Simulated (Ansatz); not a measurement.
I need a rigid scan of one bond angle of FGaHS, SMILES [F][Ga][SH]. Use the Python package of Ansatz (0.2.0). Use (for the species named): CAM-B3LYP, def2-SVP basis, multiplicity 2.

```yaml
atoms:
  - { symbol: F, position_ang: [0.2292, -0.1935, 1.7879] }
  - { symbol: Ga, position_ang: [-1.0386, 0.3580, 0.7977] }
  - { symbol: S, position_ang: [-0.2338, 0.2177, -1.3948] }
  - { symbol: H, position_ang: [1.0988, -0.4425, -1.2111] }
```

`run_bend.py`
```python
"""Bending curve of FGaHS."""

import ansatz as az
from ase import Atoms


def main() -> None:
    atoms = Atoms(["F", "Ga", "S", "H"], positions=[
        (0.2292, -0.1935, 1.7879),
        (-1.0386, 0.358, 0.7977),
        (-0.2338, 0.2177, -1.3948),
        (1.0988, -0.4425, -1.2111),
    ])

    # start the scan from a relaxed geometry
    first = (
        az.Crystal.molecule_from_ase(atoms).calculation()
        .basis(gaussian="def2-SVP")
        .functional("CAM-B3LYP")
        .spin("collinear", total=1)
        .relax(force_tolerance=0.02, max_steps=80)
    )
    atoms.positions = first.run().report["positions_ang"]

    rows = []
    for angle in [85, 95, 105, 115, 125, 140, 160]:
        bent = atoms.copy()
        bent.set_angle(3, 2, 1, angle, indices=[0, 1])
        base = az.Crystal.molecule_from_ase(bent).calculation()
        base = base.basis(gaussian="def2-SVP")
        base = base.functional("CAM-B3LYP")
        base = base.spin("collinear", total=1)
        rows.append((angle, base.run().report["free_energy_ev"]))
    floor = min(e for _, e in rows)
    for angle, e in rows:
        print(f"angle H3-S2-Ga1 = {angle:3d} deg   {1000 * (e - floor):9.1f} meV")


if __name__ == "__main__":
    main()
```

```console
$ python run_bend.py
angle H3-S2-Ga1 =  85 deg         4.6 meV
angle H3-S2-Ga1 =  95 deg         0.0 meV
angle H3-S2-Ga1 = 105 deg        70.8 meV
angle H3-S2-Ga1 = 115 deg       211.2 meV
angle H3-S2-Ga1 = 125 deg       415.0 meV
angle H3-S2-Ga1 = 140 deg       816.5 meV
angle H3-S2-Ga1 = 160 deg      1400.0 meV
```

Caveats:
- The scan is rigid, and the energies are electronic, in a modest basis. The zero is the lowest point of the grid, which needn't be the minimum.
- The species is open-shell (spin multiplicity 2).
- It ran for 67 s on 1 thread of Arm Neoverse V1 (shared host), peak memory 0.28 GiB.
